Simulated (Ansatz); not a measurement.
# ClCoH: the cost of one run

The runs use Ansatz 0.2.0, Gaussian basis; UKS PBE0/def2-TZVP.

### 1 Starting geometry

3 atoms, charge 0, spin multiplicity 4.

Atoms are counted from 1 here; the program's logs count them from 0.

Bond lengths: Co1–Cl2 1.943 Å, Co1–H3 1.454 Å. Angles: Cl2–Co1–H3 158.4°.

Geometry (Å):

```xyz
3
charge 0, multiplicity 4
Co    0.0078   -0.1340   -0.2296
Cl   -0.0167    1.7181    0.3589
H     0.0089   -1.5842   -0.1292
```

The start was built by rule and, where that kept it together, relaxed with GFN2-xTB. Sticks and bond lists go by distance. 

### 2 The run

Contents of in.yaml:

```yaml
crystal:
  periodic: [false, false, false]
  atoms:
    - {symbol: Co, position_ang: [0.007768, -0.133954, -0.229624]}
    - {symbol: Cl, position_ang: [-0.016652, 1.718141, 0.358872]}
    - {symbol: H, position_ang: [0.008884, -1.584187, -0.129247]}
basis:
  gaussian: {orbitals: def2-TZVP}
magnetization: {spin_polarized: true, initial_magnetization: 3}
hamiltonian: {xc: pbe0}
relax: {f_tol: 0.004, max_steps: 80}
```

On the command line:

```console
$ ansatz run in.yaml --threads 1 --pin off --events-out ev --progress --plain --max-ram 2176MiB
```

**Question.** How long does this run take on 1 thread of Arm Neoverse V1, shared host, and how much memory does it need?

About 3.9 min, with a peak of 0.28 GiB.
